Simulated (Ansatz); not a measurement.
# LaP: how the settings move a single-point run

How sensitive is a single-point run of LaP to its settings? A reference run comes first, then three runs with altered input. The cell is built on a prototype (zincblende) and needn't be the phase found in nature.

Computed with Ansatz 0.2.0 (reference: DFT, HSE06, plane waves, PAW, unless a step's input says otherwise).

4 further runs of the same task are left out: 1 for a known fault of the program, 3 that didn't finish.

### Step 1. The starting structure

Symmetry: F-43m, No. 216, cubic system. The conventional cell has a = 6.633 Å, b = 6.633 Å, c = 6.633 Å, α = 90.00°, β = 90.00°, γ = 90.00°. Around La (site symmetry -43m) lie 4 P at 2.87 Å. P (site symmetry -43m) is surrounded by 4 La at 2.87 Å.

Coordinates:

```xyz
2
Lattice="0.0000 3.3164 3.3164 3.3164 0.0000 3.3164 3.3164 3.3164 0.0000" Properties=species:S:1:pos:R:3 pbc="T T T"
La    0.0000    0.0000    0.0000
P     1.6582    1.6582    1.6582
```

### Step 2. Baseline

The input, input.yaml:

```yaml
crystal:
  lattice:
    - [0.0, 3.3164090019, 3.3164090019]
    - [3.3164090019, 0.0, 3.3164090019]
    - [3.3164090019, 3.3164090019, 0.0]
  atoms:
    - { symbol: La, position: [0.0, 0.0, 0.0] }
    - { symbol: P, position: [0.25, 0.25, 0.25] }
kpoints:
  mp_grid: { grid: [4, 4, 4] }
hamiltonian:
  xc: hse06
scf:
  occupations: { method: fixed }
  n_extra_bands: 4
output:
  forces: true
  stress: true
  eigenvalues: true
  write_density: true
  write_potential: true
  elf: true
  volumetric_format: npy
```

Run with:

```console
> ansatz run input.yaml --threads 4 --pin off --max-ram 3686MiB --backend cpu --events-out ev --progress --plain --runs-dir out
```

### Step 3. Changing settings: q_mesh [2, 2, 2]

Edit input.yaml of step 2 so:

```diff
@@ -15,2 +15,3 @@
   n_extra_bands: 4
+  exx: { q_mesh: [2, 2, 2] }
 output:
@@ -19,5 +20 @@
   eigenvalues: true
-  write_density: true
-  write_potential: true
-  elf: true
-  volumetric_format: npy
```

### Step 4. Changing settings: singularity regularized

Edit input.yaml of step 2 so:

```diff
@@ -15,2 +15,3 @@
   n_extra_bands: 4
+  exx: { singularity: regularized }
 output:
@@ -19,5 +20 @@
   eigenvalues: true
-  write_density: true
-  write_potential: true
-  elf: true
-  volumetric_format: npy
```

### Step 5. Changing settings: ecutwfc 300

Edit input.yaml of step 2 so:

```diff
@@ -19,5 +19,3 @@
   eigenvalues: true
-  write_density: true
-  write_potential: true
-  elf: true
-  volumetric_format: npy
+basis:
+  ecutwfc: 300
```

Before running it: what results should come out? Wanted: for each run, ending; energy change; pressure; gap; force.

**Answer**, as computed:

```csv
run,ending,energy change,pressure (GPa),gap (eV),force (eV/Å),cycles,time
reference,converged,0,-0.3,2.11,0.00,14,24 s
"1: q_mesh [2, 2, 2]",converged,-,-0.3,2.11,0.00,14,27 s
2: singularity regularized,converged,-,-0.3,2.11,0.00,14,28 s
3: ecutwfc 300,converged,+32.8 meV/atom,-0.3,2.11,0.00,15,19 s
```

Times don't compare one to one where runs were asked for different outputs or read a saved state (see the inputs); cycles may leave out searches for a lower state.

Residual by cycle in the longest SCF loop of each run; runs are numbered as in the table. The quantity is the density residual dr2, in eV.

```csv
cycle,reference,run 1,run 2,run 3
1,0.0557,0.0557,0.0557,0.0554
2,0.00429,0.00429,0.00429,0.0042
3,0.00127,0.00127,0.00127,0.0012
4,1.4e-4,1.4e-4,1.4e-4,1.4e-4
5,7.2e-5,7.2e-5,7.2e-5,6.8e-5
6,1.1e-4,1.1e-4,1.2e-4,1.1e-4
7,1.3e-6,1.3e-6,1.3e-6,1.3e-6
```

**Reading.** «ecutwfc 300» moves the energy by +32.8 meV/atom. Run 3 ran under the cutoff that the potentials recommend, as the log warns, so basis error is mixed into its values. The gap of the reference lacks spin-orbit coupling, though the cell holds La.
